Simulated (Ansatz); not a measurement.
# AlGeH₂ (quartet): the correlation ladder, cc-pVDZ

How much of the correlation energy of AlGeH₂ (quartet) does each wave-function method recover here?

The runs use Ansatz 0.2.0, Gaussian basis; cc-pVDZ, core rule «outside noble gas», up to 19 orbitals frozen.

To be run: UHF; CCSD(T) on ROHF; CCSD(T) on UHF; BCCD(T) on ROHF; CISD; CCSDT(Q) on ROHF; CCSDT(Q) on UHF; CASSCF and MRCISD+Q, 9 electrons in 10 orbitals; CASSCF and NEVPT4(SD), 9 electrons in 10 orbitals; CASSCF and NEVPT2, 9 electrons in 10 orbitals.

23 further runs of the same task are left out: 2 for a known fault of the program, 9 that didn't finish, 12 set aside as unsound or not needed.

## 1. The system

The geometry is a PBE0/def2-TZVP stationary point (not a proven minimum). No spin-orbit coupling is included. The filled d shell of Ge may be among the frozen orbitals whatever the setting's name suggests; the logs give the count.

4 atoms, charge 0, spin multiplicity 4.

Atoms are counted from 1 here; the program's logs count them from 0.

Bond lengths: Ge1–Al2 2.591 Å, Ge1–H3 1.715 Å, Al2–H3 1.819 Å, Al2–H4 1.618 Å. Angles: Al2–Ge1–H3 44.4°, Ge1–Al2–H3 41.3°, Ge1–Al2–H4 102.7°, H3–Al2–H4 144.0°, Ge1–H3–Al2 94.3°.

## 2. UHF

in.yaml reads:

```yaml
crystal:
  periodic: [false, false, false]
  atoms:
    - {symbol: Ge, position_ang: [0.000000, -0.029427, 0.728639]}
    - {symbol: Al, position_ang: [0.000000, 0.088406, -1.859750]}
    - {symbol: H, position_ang: [0.000000, 1.225864, -0.440379]}
    - {symbol: H, position_ang: [0.000000, -1.471647, -2.287408]}
basis:
  gaussian: {orbitals: cc-pVDZ}
magnetization: {spin_polarized: true, initial_magnetization: 3}
hamiltonian: {xc: hf}
output: {orbitals: {seedname: orbitals}}
```

On the command line:

```sh
> ansatz run in.yaml --threads 1 --pin off --events-out ev --progress --plain --max-ram 2393MiB
```

Further steps of the session: CCSD(T) on ROHF; CCSD(T) on UHF; BCCD(T) on ROHF; CISD; CCSDT(Q) on ROHF; CCSDT(Q) on UHF; CASSCF and MRCISD+Q, 9 electrons in 10 orbitals; CASSCF and NEVPT4(SD), 9 electrons in 10 orbitals; CASSCF and NEVPT2, 9 electrons in 10 orbitals.

**Question.** What will the summary of the whole plan be? Wanted: UCCSDT(Q) from the RHF energy; RMP2 from UCCSDT(Q); UMP2 from UCCSDT(Q); RCCSD from UCCSDT(Q); RCCSD(T) from UCCSDT(Q); UCCSD(T) from UCCSDT(Q); RCCSDT(Q) from UCCSDT(Q); NEVPT2 valence from UCCSDT(Q); NEVPT4(SD) valence from UCCSDT(Q).

The runs gave:

| quantity | value |
| --- | --- |
| UCCSDT(Q) from the ROHF energy | -4.4152 eV |
| RMP2 from UCCSDT(Q) | +1085.8 meV |
| UMP2 from UCCSDT(Q) | +1102.4 meV |
| RCCSD from UCCSDT(Q) | +193.1 meV |
| RCCSD(T) from UCCSDT(Q) | +51.7 meV |
| UCCSD(T) from UCCSDT(Q) | +45.9 meV |
| RCCSDT(Q) from UCCSDT(Q) | +7.2 meV |
| NEVPT2 valence from UCCSDT(Q) | +769.5 meV |
| NEVPT4(SD) valence from UCCSDT(Q) | +118.9 meV |
| MRCISD+Q valence from UCCSDT(Q) | +28.5 meV |
| levels within 1 kcal/mol (43 meV) | RCCSDT, UCCSDT, RCCSDT(Q), MRCISD+Q valence |
| T1 diagnostic | 0.032 |
| effectively unpaired electrons | 3.03 |

What this shows: RCCSD(T) misses by +51.7 meV, 1.2 % of the correlation energy. One determinant dominates. Of the multireference levels listed MRCISD+Q valence comes nearest in total energy (+28.5 meV), which doesn't show that its space is the better one. These misses are within one basis, not against nature; the frozen cores of restricted and unrestricted runs differ, which can shift their rows.

With open shells the CI space here admits some triples and quadruples, so it is larger than plain CISD.
